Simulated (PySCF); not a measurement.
# C5H6F2O: NMR shifts and electronic excitations in gas and solvents

Aim: compute the NMR shifts and electronic excitations of C5H6F2O (`C=C/C=C/OC(F)F`), and see what a dielectric continuum does where one was used.

The runs use PySCF 2.14.0, with density-fitted response routines of our own; the level of theory stands in each step. All values are computed, except where a source is named. Atoms count from 0, in the outputs and in this text.

## Step 1: Starting geometry

14 atoms, charge 0, multiplicity 1; geometry from: GFN2-xTB.

Bonds of the start (Å): C0–C1 1.33, C1–C2 1.45, C2–C3 1.33, C3–O4 1.38, O4–C5 1.35, C5–F6 1.34, C5–F7 1.36, C0–H8 1.08, C0–H9 1.08, C1–H10 1.08, C2–H11 1.08, C3–H12 1.08, C5–H13 1.11.

## Step 2: Relaxing the molecule at PBE0-D3(BJ)/def2-SVP

The job: settings as JSON, then the geometry in Å.

```
{"job": {"xc": "PBE0", "basis": "def2-SVP", "d3": "d3bj", "grid": 1, "kind": "geom"}, "charge": 0, "multiplicity": 1}
C      2.368969     0.453315     1.578604
C      1.747287    -0.265240     0.650034
C      0.378011    -0.031271     0.249344
C     -0.218039    -0.760391    -0.691331
O     -1.510003    -0.642344    -1.154354
C     -2.362013     0.158771    -0.480366
F     -3.599920    -0.088413    -0.926339
F     -2.130734     1.474924    -0.723092
H      1.875999     1.264158     2.088748
H      3.389734     0.260494     1.857316
H      2.259974    -1.073193     0.146798
H     -0.132937     0.780154     0.747385
H      0.280075    -1.552506    -1.229519
H     -2.347083     0.021068     0.619029
```

What it wrote:

```text
step   0  E = -468.16475511  max force = 0.020091
step   1  E = -468.16702769  max force = 0.010721
step   2  E = -468.16705020  max force = 0.003830
step   3  E = -468.16723990  max force = 0.002384
step   4  E = -468.16720571  max force = 0.002779
step   5  E = -468.16727862  max force = 0.001092
step   6  E = -468.16727904  max force = 0.001014
step   7  E = -468.16729253  max force = 0.000723
step   8  E = -468.16729295  max force = 0.000676
step   9  E = -468.16729950  max force = 0.000409
optimisation converged
```

Run time: 94 s. Hardware: 1 thread, shared host.

Along the way:

| step | energy from step 0 (eV) | largest force component (eV/Å) |
| --- | --- | --- |
| 0 | 0.0000 | 1.0331 |
| 1 | -0.0618 | 0.5513 |
| 2 | -0.0625 | 0.1969 |
| 3 | -0.0676 | 0.1226 |
| 4 | -0.0667 | 0.1429 |
| 5 | -0.0687 | 0.0562 |
| 6 | -0.0687 | 0.0521 |
| 7 | -0.0690 | 0.0372 |
| 8 | -0.0691 | 0.0348 |
| 9 | -0.0692 | 0.0210 |

Distances of close pairs at the start and the end, largest changes first:

| bond | before (Å) | after (Å) | change (Å) |
| --- | --- | --- | --- |
| C3–O4 | 1.377 | 1.357 | -0.020 |
| C0–H8 | 1.077 | 1.094 | +0.017 |
| C0–H9 | 1.076 | 1.092 | +0.016 |
| C1–H10 | 1.081 | 1.097 | +0.016 |
| O4–C5 | 1.350 | 1.364 | +0.014 |
| C2–H11 | 1.081 | 1.094 | +0.013 |
| C3–H12 | 1.079 | 1.093 | +0.013 |
| C5–F7 | 1.358 | 1.345 | -0.013 |

The next job starts from the end point, and lists it.

| at the end point | value |
| --- | --- |
| point group (found at 0.08 Å tolerance) | C1 |
| rotational constants (GHz, main isotopes) | 5.842, 0.898, 0.815 |
| dipole moment (D) | 1.91 |

## Step 3: Shielding tensors: PBE0/pcSseg-1 in benzene

The job: settings as JSON, then the geometry in Å.

```
{"job": {"kind": "nmr", "xc": "PBE0", "basis": "pcSseg-1", "solvent": "benzene", "pop": true}, "charge": 0, "multiplicity": 1}
C      2.400365     0.551483     1.529709
C      1.760165    -0.155778     0.588129
C      0.374913     0.044831     0.206061
C     -0.213302    -0.708691    -0.738252
O     -1.503481    -0.647579    -1.154819
C     -2.411309     0.015325    -0.382554
F     -3.616875    -0.311191    -0.832851
F     -2.264302     1.346659    -0.509514
H      1.897407     1.349540     2.084371
H      3.446245     0.355314     1.774817
H      2.302341    -0.948342     0.058054
H     -0.174159     0.852698     0.698442
H      0.327897    -1.481650    -1.289391
H     -2.313872    -0.248079     0.687222
```

Method: GIAO PBE0/pcSseg-1 NMR shielding, non-relativistic, IEF-PCM benzene.

What it wrote:

```text
coarse grid: 12408 points
cycle   1  E = -468.2683046665  dE =  1.258e+00  |g| = 8.409e-01  |ddm| = 3.328e+00
cycle   2  E = -468.1745577780  dE =  9.375e-02  |g| = 1.147e+00  |ddm| = 1.038e+00
cycle   3  E = -468.3939489240  dE = -2.194e-01  |g| = 7.428e-02  |ddm| = 6.122e-01
cycle   4  E = -468.3946314782  dE = -6.826e-04  |g| = 5.044e-02  |ddm| = 9.130e-02
cycle   5  E = -468.3951827585  dE = -5.513e-04  |g| = 1.291e-02  |ddm| = 4.401e-02
cycle   6  E = -468.3952194923  dE = -3.673e-05  |g| = 3.094e-03  |ddm| = 1.154e-02
cycle   7  E = -468.3952217154  dE = -2.223e-06  |g| = 6.341e-04  |ddm| = 2.934e-03
final grid: 122688 points
cycle   8  E = -468.4669931724  dE = -4.436e-05  |g| = 1.038e-02  |ddm| = 3.073e-02
cycle   9  E = -468.4669712493  dE =  2.192e-05  |g| = 1.511e-02  |ddm| = 1.628e-02
cycle  10  E = -468.4670139043  dE = -4.266e-05  |g| = 1.837e-03  |ddm| = 1.042e-02
cycle  11  E = -468.4670146498  dE = -7.455e-07  |g| = 3.490e-04  |ddm| = 1.484e-03
cycle  12  E = -468.4670146686  dE = -1.885e-08  |g| = 1.409e-04  |ddm| = 2.993e-04
cycle  13  E = -468.4670146728  dE = -4.125e-09  |g| = 2.830e-05  |ddm| = 1.172e-04
cycle  14  E = -468.4670146729  dE = -1.693e-10  |g| = 1.307e-05  |ddm| = 3.181e-05
converged SCF energy = -468.4670146729

GIAO shielding tensors (ppm)
atom      isotropic    diamagn.    paramagn.     s11        s22        s33       span
  0 C       61.349     253.774    -192.424    -47.962     73.017    158.993    206.955
  1 C       43.886     254.200    -210.314    -72.365     48.230    155.794    228.159
  2 C       67.048     260.218    -193.170    -15.708     67.764    149.089    164.798
  3 C       32.995     252.899    -219.904    -63.220     62.924     99.282    162.502
  4 O      154.694     397.323    -242.630    103.631    136.787    223.663    120.032
  5 C       65.330     243.199    -177.869     48.782     70.920     76.288     27.506
  6 F      284.265     466.018    -181.753    193.433    311.372    347.989    154.556
  7 F      273.411     475.594    -202.183    204.586    269.938    345.708    141.122
  8 H       25.779      30.746      -4.967     22.890     24.840     29.607      6.717
  9 H       25.898      27.534      -1.637     23.414     24.972     29.307      5.893
 10 H       24.916      30.557      -5.641     23.257     23.462     28.029      4.772
 11 H       25.437      34.853      -9.416     21.997     23.678     30.636      8.639
 12 H       24.571      31.076      -6.505     21.326     24.937     27.451      6.125
 13 H       25.134      28.980      -3.846     22.343     24.907     28.152      5.808
```

Run time: 29 s. Hardware: 1 thread, shared host.

Shifts follow as δ = σ(reference) − σ, with reference shieldings (ppm) from runs at the same level and on the same kind of geometry: 1H TMS 31.25, 13C TMS 184.9, 19F CFCl3 178.7, 17O H2O 338.8. The references are single molecules in the same continuum, so shifts against H2O, NH3, PH3, H3PO4 or CFCl3 are not on the usual liquid scales and can be off by tens of ppm. Atoms listed in one row are averaged.

| atoms | environment | σ (ppm) | δ (ppm) |
| --- | --- | --- | --- |
| C3 | alkene carbon bearing oxygen | 33.0 | 151.9 |
| C1 | alkene CH | 43.9 | 141.0 |
| C0 | terminal =CH2 carbon | 61.3 | 123.5 |
| C5 | sp3 CH bonded to 2 F and O | 65.3 | 119.5 |
| C2 | β carbon of an enol-ether or enamine type C=C | 67.0 | 117.8 |
| H12 | hydrogen on an alkene carbon bearing oxygen | 24.57 | 6.68 |
| H10 | hydrogen on an alkene CH | 24.92 | 6.34 |
| H13 | hydrogen on an sp3 CH bonded to 2 F and O | 25.13 | 6.12 |
| H11 | hydrogen on a β carbon of an enol-ether or enamine type C=C | 25.44 | 5.82 |
| H8 | hydrogen on a terminal =CH2 carbon | 25.78 | 5.48 |
| H9 | hydrogen on a terminal =CH2 carbon | 25.90 | 5.36 |
| O4 | ether oxygen | 154.7 | 184.1 |
| F6, F7 | fluorine of a CF2 group | 278.8 | -100.1 |

Charges from the same density, by scheme (e):

| atoms | Mulliken | IAO | Hirshfeld | ESP fit |
| --- | --- | --- | --- | --- |
| C0 | -0.18 | -0.32 | -0.11 | -0.45 |
| C1 | -0.20 | -0.13 | -0.05 | -0.15 |
| C2 | -0.24 | -0.22 | -0.08 | -0.16 |
| C3 | 0.18 | 0.05 | 0.03 | -0.05 |
| O4 | -0.45 | -0.32 | -0.12 | -0.27 |
| C5 | 0.68 | 0.61 | 0.21 | 0.55 |
| F6, F7 | -0.28 | -0.29 | -0.10 | -0.22 |

Mayer bond orders: C0–C1 1.90, C1–C2 1.09, C2–C3 1.76, C3–O4 0.97, O4–C5 0.99, C5–F6 1.03, C5–F7 0.97.

## Step 4: Excited states and response: CAM-B3LYP/def2-SVPD

The job, as its differences from that of step 3:

```diff
@@ -1,2 +1,2 @@
-{"job": {"kind": "nmr", "xc": "PBE0", "basis": "pcSseg-1", "solvent": "benzene", "pop": true}, "charge": 0, "multiplicity": 1}
+{"job": {"kind": "uv", "xc": "CAM-B3LYP", "basis": "def2-SVPD", "dynamic": true, "nstates": 6, "ntriplets": 0}, "charge": 0, "multiplicity": 1}
 C      2.400365     0.551483     1.529709
```

With the program's defaults for keys left out, this is: TDDFT CAM-B3LYP/def2-SVPD, vertical, gas phase, core orbitals frozen in the response.

What it wrote:

```text
coarse grid: 12408 points
cycle   1  E = -468.2817583192  dE =  1.360e+00  |g| = 8.680e-01  |ddm| = 6.167e+00
cycle   2  E = -468.2529279784  dE =  2.883e-02  |g| = 1.023e+00  |ddm| = 2.007e+00
cycle   3  E = -468.4269982702  dE = -1.741e-01  |g| = 5.977e-02  |ddm| = 1.050e+00
cycle   4  E = -468.4275672056  dE = -5.689e-04  |g| = 3.097e-02  |ddm| = 1.200e-01
cycle   5  E = -468.4277555009  dE = -1.883e-04  |g| = 7.799e-03  |ddm| = 4.640e-02
cycle   6  E = -468.4277676097  dE = -1.211e-05  |g| = 3.095e-03  |ddm| = 1.287e-02
cycle   7  E = -468.4277698291  dE = -2.219e-06  |g| = 4.657e-04  |ddm| = 5.226e-03
final grid: 122688 points
cycle   8  E = -468.5100891675  dE = -3.899e-05  |g| = 3.999e-03  |ddm| = 9.203e-02
cycle   9  E = -468.5100891838  dE = -1.634e-08  |g| = 4.293e-03  |ddm| = 1.379e-02
cycle  10  E = -468.5100925136  dE = -3.330e-06  |g| = 4.518e-04  |ddm| = 4.875e-03
cycle  11  E = -468.5100925509  dE = -3.728e-08  |g| = 1.860e-04  |ddm| = 8.732e-04
cycle  12  E = -468.5100925584  dE = -7.440e-09  |g| = 7.543e-05  |ddm| = 3.838e-04
cycle  13  E = -468.5100925595  dE = -1.101e-09  |g| = 1.102e-05  |ddm| = 1.111e-04
cycle  14  E = -468.5100925595  dE = -4.229e-11  |g| = 4.342e-06  |ddm| = 2.931e-05
converged SCF energy = -468.5100925595

Static polarisability (au): isotropic 73.845, principal 48.085 63.067 110.383

Singlet excitations
state   eV       nm        f      main configurations
  1   5.7291    216.4   0.72671   H->L 0.97
  2   6.5378    189.6   0.00117   H->L+2 0.59, H->L+1 0.35
  3   6.6428    186.6   0.01522   H->L+1 0.47, H->L+2 0.36, H->L+3 0.11
  4   7.0324    176.3   0.00456   H->L+4 0.88
  5   7.1859    172.5   0.04383   H->L+3 0.73, H->L+1 0.10, H->L+7 0.09
  6   7.7662    159.6   0.00831   H->L+5 0.61, H->L+6 0.13, H->L+7 0.11
```

Run time: 57 s. Hardware: 1 thread, shared host.

Frontier orbitals and where they lie:

| orbital | eV | atoms |
| --- | --- | --- |
| HOMO−3 | -12.00 | O4 33 %, F7 12 %, C3 11 % |
| HOMO−2 | -11.74 | C1 24 %, C0 21 %, C2 14 % |
| HOMO−1 | -10.80 | C1 29 %, C2 22 %, C0 18 % |
| HOMO | -7.96 | C0 24 %, C2 19 %, C3 19 % |
| LUMO | 0.15 | C0 24 %, C3 23 %, C1 17 % |
| LUMO+1 | 1.40 | C5 19 %, H13 13 %, C0 11 % |
| LUMO+2 | 1.55 | H12 19 %, H10 15 %, C3 14 % |

With each of the 6 states as a Gaussian band of 0.4 eV half-width at 1/e, the curve within the window shown has maxima at 217 nm (ε 29,000), 174 nm (ε 2,100) L/(mol cm). Beyond the last state computed it falls off for lack of states. The curve at chosen wavelengths:

| nm | ε (L/mol/cm) |
| --- | --- |
| 154 | 206 |
| 158 | 423 |
| 161 | 650 |
| 165 | 1136 |
| 168 | 1599 |
| 172 | 2041 |
| 175 | 2066 |
| 179 | 1765 |
| 182 | 1470 |
| 186 | 1196 |
| 189 | 1212 |
| 193 | 1906 |
| 196 | 3369 |
| 200 | 7227 |
| 203 | 11651 |
| 207 | 18778 |
| 210 | 23887 |
| 214 | 28484 |
| 217 | 29417 |
| 221 | 27224 |
| 224 | 23655 |
| 228 | 17759 |
| 231 | 13384 |
| 235 | 8458 |
| 238 | 5670 |
| 242 | 3111 |

Ground-state properties from the same run:

| property | computed |
| --- | --- |
| dipole moment (D) | 2.19 |
| polarisability (Å³) | 10.94 |
| HOMO–LUMO gap (eV) | 8.12 |
| −ε(HOMO) (eV) | 7.96 |
| C6 with itself (au) | 2118 |

## Step 5: Excited states and response: CAM-B3LYP/def2-SVPD in benzene

The job, as its differences from that of step 4:

```diff
@@ -1,2 +1,2 @@
-{"job": {"kind": "uv", "xc": "CAM-B3LYP", "basis": "def2-SVPD", "dynamic": true, "nstates": 6, "ntriplets": 0}, "charge": 0, "multiplicity": 1}
+{"job": {"kind": "uv", "xc": "CAM-B3LYP", "basis": "def2-SVPD", "solvent": "benzene", "nstates": 6, "ntriplets": 0}, "charge": 0, "multiplicity": 1}
 C      2.400365     0.551483     1.529709
```

Level: TDDFT CAM-B3LYP/def2-SVPD, vertical, IEF-PCM benzene (non-equilibrium linear response), core orbitals frozen in the response.

What it wrote:

```text
coarse grid: 12408 points
cycle   1  E = -468.2876857496  dE =  1.354e+00  |g| = 8.610e-01  |ddm| = 6.190e+00
cycle   2  E = -468.2641625654  dE =  2.352e-02  |g| = 1.002e+00  |ddm| = 1.945e+00
cycle   3  E = -468.4304693051  dE = -1.663e-01  |g| = 5.785e-02  |ddm| = 1.026e+00
cycle   4  E = -468.4310218670  dE = -5.526e-04  |g| = 2.833e-02  |ddm| = 1.154e-01
cycle   5  E = -468.4311847549  dE = -1.629e-04  |g| = 6.438e-03  |ddm| = 4.210e-02
cycle   6  E = -468.4311935629  dE = -8.808e-06  |g| = 2.547e-03  |ddm| = 1.233e-02
final grid: 122688 points
cycle   7  E = -468.5134884207  dE = -3.820e-05  |g| = 4.917e-03  |ddm| = 9.156e-02
cycle   8  E = -468.5134874803  dE =  9.404e-07  |g| = 5.703e-03  |ddm| = 1.444e-02
cycle   9  E = -468.5134932511  dE = -5.771e-06  |g| = 3.597e-04  |ddm| = 5.563e-03
cycle  10  E = -468.5134932796  dE = -2.854e-08  |g| = 1.445e-04  |ddm| = 7.868e-04
cycle  11  E = -468.5134932851  dE = -5.462e-09  |g| = 4.706e-05  |ddm| = 4.019e-04
cycle  12  E = -468.5134932857  dE = -5.747e-10  |g| = 1.892e-05  |ddm| = 7.935e-05
converged SCF energy = -468.5134932857

Static polarisability (au): isotropic 83.890, principal 53.924 71.134 126.613

Singlet excitations
state   eV       nm        f      main configurations
  1   5.4893    225.9   0.85285   H->L 0.98
  2   6.5620    188.9   0.00352   H->L+1 0.61, H->L+2 0.23, H->L+3 0.11
  3   6.7005    185.0   0.01138   H->L+2 0.71, H->L+1 0.15, H->L+3 0.08
  4   7.0148    176.7   0.00240   H->L+4 0.84, H->L+5 0.08
  5   7.1898    172.4   0.05432   H->L+3 0.65, H->L+1 0.13, H->L+7 0.09
  6   7.7854    159.3   0.00812   H->L+5 0.45, H-2->L 0.17, H->L+7 0.12
```

It took 44 s on 1 thread, shared host.

In short: HOMO -7.86 eV, LUMO 0.27 eV; lowest singlet 5.49 eV.

## Step 6: Run by run: electronic excitations

Excitations and ground-state properties, with basis size and wall time:

| run | lowest singlet (eV) | brightest (eV) | f | gap (eV) | α (Å³) | μ (D) | functions | time |
| --- | --- | --- | --- | --- | --- | --- | --- | --- |
| CAM-B3LYP/def2-SVPD | 5.73 | 5.73 | 0.727 | 8.12 | 10.94 | 2.19 | 217 | 57 s |
| CAM-B3LYP/def2-SVPD in benzene | 5.49 | 5.49 | 0.853 | 8.13 | 12.43 | 2.40 | 217 | 44 s |

## Step 7: Summary of results

```
                                                                          quantity                                   value
                                                                       point group                                      C1
                                              rotational constants (main isotopes)                    5.84, 0.90, 0.81 GHz
                                   13C shifts against TMS (PBE0/pcSseg-1, benzene)   151.9, 141.0, 123.5, 119.5, 117.8 ppm
                                    1H shifts against TMS (PBE0/pcSseg-1, benzene)  6.68, 6.34, 6.12, 5.82, 5.48, 5.36 ppm
                                   17O shifts against H2O (PBE0/pcSseg-1, benzene)                               184.1 ppm
19F shifts against CFCl3 (PBE0/pcSseg-1, benzene, means over atoms taken as alike)                              -100.1 ppm
                                              lowest singlet (CAM-B3LYP/def2-SVPD)             5.73 eV (216 nm), f = 0.727
                                                       range of the lowest singlet                         5.49 to 5.73 eV
```

What this shows: Over 9 steps the energy fell by 0.069 eV; of the close pairs, C3–O4 changed most, 1.377 to 1.357 Å. At PBE0/pcSseg-1: The largest span, 228 ppm, is at C1, where the paramagnetic term is -210 ppm. The lowest singlet, at 5.73 eV, is HOMO→LUMO 0.97 and is bright. The lowest singlet runs from 5.49 eV (CAM-B3LYP/def2-SVPD in benzene) to 5.73 eV (CAM-B3LYP/def2-SVPD), while the orbital gap spans 8.12 to 8.13 eV. The lowest state need not be the same one in every run.
